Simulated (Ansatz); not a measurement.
**FH7OSi3: basis-set convergence**

The task here is to estimate one member of a computed series from the others.

Method: one geometry, several basis sets; program: Ansatz 0.2.0, Gaussian basis.

The runs, in order: PBE0-D4/def2-SVP; ωB97M-V/def2-SVP; PBE0-D4/def2-QZVPP; ωB97M-V/def2-QZVPP; the functionals' def2-TZVPP values are taken from earlier runs.

**Structure used throughout**

An earlier PBE0-D4 in a triple-zeta def2 set relaxation fixed the geometry.

SMILES `F[SiH]([SiH3])O[SiH3]`, 12 atoms, charge 0, spin multiplicity 1.

Atoms are counted from 1 here; the program's logs count them from 0.

Bond lengths: F1–Si2 1.601 Å, Si2–Si3 2.346 Å, Si2–O4 1.623 Å, Si2–H6 1.482 Å, Si3–H7 1.488 Å, Si3–H8 1.487 Å, Si3–H9 1.487 Å, O4–Si5 1.640 Å, Si5–H10 1.482 Å, Si5–H11 1.487 Å, Si5–H12 1.483 Å. Angles: F1–Si2–Si3 108.0°, F1–Si2–O4 108.7°, F1–Si2–H6 106.7°, Si3–Si2–O4 111.3°, Si3–Si2–H6 114.4°, O4–Si2–H6 107.6°, Si2–Si3–H7 109.4°, Si2–Si3–H8 110.0°, Si2–Si3–H9 110.3°, H7–Si3–H8 108.9°, H7–Si3–H9 108.9°, H8–Si3–H9 109.2°, Si2–O4–Si5 148.0°, O4–Si5–H10 108.2°, O4–Si5–H11 109.7°, O4–Si5–H12 109.7°, H10–Si5–H11 109.7°, H10–Si5–H12 110.0° and more.

The first run:

in.yaml reads:

```yaml
crystal:
  periodic: [false, false, false]
  atoms:
    - {symbol: F, position_ang: [-1.813173, -1.380895, -0.859270]}
    - {symbol: Si, position_ang: [-1.304676, -0.086598, -0.066625]}
    - {symbol: Si, position_ang: [-0.206363, 1.313935, -1.595433]}
    - {symbol: O, position_ang: [-0.304344, -0.562944, 1.119747]}
    - {symbol: Si, position_ang: [1.192923, -1.070905, 1.556502]}
    - {symbol: H, position_ang: [-2.498160, 0.519371, 0.569849]}
    - {symbol: H, position_ang: [0.315761, 2.511410, -0.882511]}
    - {symbol: H, position_ang: [-1.154327, 1.757352, -2.652078]}
    - {symbol: H, position_ang: [0.931864, 0.595933, -2.228889]}
    - {symbol: H, position_ang: [1.454749, -0.606302, 2.939391]}
    - {symbol: H, position_ang: [2.206503, -0.494024, 0.634116]}
    - {symbol: H, position_ang: [1.256142, -2.551630, 1.499201]}
basis:
  gaussian: {orbitals: def2-SVP}
hamiltonian: {xc: pbe0, dispersion: d4}
output: {orbitals: {seedname: orbitals}}
```

Run with:

```sh
$ ansatz run in.yaml --threads 4 --pin off --events-out ev --progress --plain --max-ram 10444MiB
```

Among the steps run: PBE0-D4 in def2-SVP; ωB97M-V in def2-SVP; PBE0-D4 in def2-QZVPP; ωB97M-V in def2-QZVPP.

One of the session's tables, all rows but one given; the rest of the session is left out.

It belongs to the step «Density functionals: the series». 

```
functional       basis  HOMO (eV)  LUMO (eV)
   PBE0-D4    def2-SVP      -8.08      -0.11
   PBE0-D4  def2-TZVPP          ?          ?
   PBE0-D4  def2-QZVPP      -8.13      -0.54
   ωB97M-V    def2-SVP     -10.13       1.77
   ωB97M-V  def2-TZVPP     -10.20       1.28
   ωB97M-V  def2-QZVPP     -10.21       1.05
```

Estimate the missing values for PBE0-D4, def2-TZVPP.

**Answer.** HOMO (eV): -8.12; LUMO (eV): -0.45. In the column «HOMO (eV)» it lies between PBE0-D4, def2-QZVPP (-8.13) and PBE0-D4, def2-SVP (-8.08).
